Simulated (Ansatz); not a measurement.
# Ge2CN4: the band gap up the ladder of functionals

The task here is to estimate one member of a computed series from the others.

The runs shown are made with Ansatz 0.2.0. PAW datasets, plane waves. All values are calculated for a non-magnetic cell, which may be hypothetical.

## The system as given

The cell was relaxed beforehand with r2SCAN.

Space group Pm (No. 6), monoclinic; a = 7.161 Å, b = 2.936 Å, c = 7.556 Å, β = 117.8° in the conventional setting, 10.03 Å³ an atom. Around Ge lie 4 N at 1.78–1.86 Å; around Ge lie 4 N at 1.77–1.81 Å; around Ge lie 4 N at 1.83–1.91 Å; around Ge lie 4 N at 1.84–1.94 Å; around C lie 4 N at 1.43–1.73 Å.

Coordinates:

```cif
data_structure
_symmetry_space_group_name_H-M 'P 1'
_symmetry_Int_Tables_number 1
_cell_length_a 7.1614
_cell_length_b 2.9363
_cell_length_c 7.5560
_cell_angle_alpha 90.000
_cell_angle_beta 117.849
_cell_angle_gamma 90.000
_cell_volume 140.48
loop_
_atom_site_label
_atom_site_type_symbol
_atom_site_fract_x
_atom_site_fract_y
_atom_site_fract_z
_atom_site_occupancy
Ge1 Ge 0.59076 0.50000 0.84225 1
Ge2 Ge 0.83194 0.00000 0.23018 1
Ge3 Ge 0.76278 0.00000 0.58259 1
Ge4 Ge 0.26394 0.50000 0.41565 1
C1 C 0.19489 0.50000 0.80180 1
C2 C 0.40635 0.00000 0.17369 1
N1 N 0.31093 0.50000 0.69029 1
N2 N 0.61986 0.00000 0.29690 1
N3 N 0.62940 0.50000 0.61509 1
N4 N 0.73077 0.00000 0.96649 1
N5 N 0.05082 0.00000 0.75592 1
N6 N 0.97941 0.50000 0.34229 1
N7 N 0.27637 0.00000 0.26889 1
N8 N 0.35179 0.50000 0.01797 1
```

The first run:

input.yaml

```yaml
crystal:
  lattice:
    - [7.1613702022, 0.0, 0.0285580426]
    - [0.0, 2.9362723169, 0.0]
    - [-3.5563613075, 0.0, 6.6667085094]
  atoms:
    - { symbol: Ge, position: [0.5907626555, 0.5, 0.8422543329] }
    - { symbol: Ge, position: [0.8319382217, 0.0, 0.2301846037] }
    - { symbol: Ge, position: [0.7627787881, 0.0, 0.5825885498] }
    - { symbol: Ge, position: [0.2639406192, 0.5, 0.4156471875] }
    - { symbol: C, position: [0.1948891223, 0.5, 0.8017981583] }
    - { symbol: C, position: [0.4063492837, 0.0, 0.1736885483] }
    - { symbol: "N", position: [0.3109258007, 0.5, 0.6902900428] }
    - { symbol: "N", position: [0.6198619085, 0.0, 0.2969031662] }
    - { symbol: "N", position: [0.6293995917, 0.5, 0.6150852785] }
    - { symbol: "N", position: [0.7307718014, 0.0, 0.9664858353] }
    - { symbol: "N", position: [0.0508177161, 0.0, 0.7559226641] }
    - { symbol: "N", position: [0.9794083319, 0.5, 0.3422858723] }
    - { symbol: "N", position: [0.2763668585, 0.0, 0.2688940013] }
    - { symbol: "N", position: [0.3517893005, 0.5, 0.0179717592] }
kpoints:
  mp_grid: { grid: [4, 8, 4] }
  band_path:
    path:
      - [0.0, 0.0, 0.0]
      - [0.0, 0.5, 0.0]
      - [-4.345730109154e-19, 0.5, 0.5]
      - [-4.345730109154e-19, 0.0, 0.5]
      - [0.0, 0.0, 0.0]
      - [-0.5, 0.0, 0.5]
      - [-0.5, 0.5, 0.5]
      - [0.0, 0.5, 0.0]
      - [-0.5, 0.5, -6.352708331354e-17]
      - [-0.5, 0.0, -6.352708331354e-17]
      - [0.0, 0.0, 0.0]
    npoints: 10
hamiltonian:
  xc: pbe
scf:
  occupations: { method: fermi_dirac, width: 0.02 }
  n_extra_bands: 7
output:
  forces: true
  stress: true
  eigenvalues: true
```

Among the steps run: PBE band path; r2SCAN at the same geometry; HSE06 at the same geometry; PBE+SOC; PBE0 at the same geometry.

One of the session's tables, all rows but one given; the rest of the session is left out.

| level | gap (eV) |
| --- | --- |
| PBE | 1.49 |
| r2SCAN | 1.75 |
| HSE06 | 2.60 |
| PBE+SOC | 1.49 |
| PBE0 | ? |

Q: Estimate the row for PBE0 from the others.

**Answer.** gap (eV): 3.33. In the column «gap (eV)» it is the highest.

Meshes: PBE 4×8×4, r2SCAN 4×8×4, HSE06 2×6×2, PBE+SOC 4×8×4, PBE0 2×6×2

What this shows: PBE gives the least gap, 1.49 eV, and PBE0 the largest, 3.33 eV. PBE reaches 57 % of the HSE06 value, and r2SCAN 67 %. PBE0 lies 0.73 eV above HSE06, which differs from it by screening the long-range exchange.

Limits of these values: Warnings in the runs' records: stress exchange threshold loose, stress scf threshold loose.
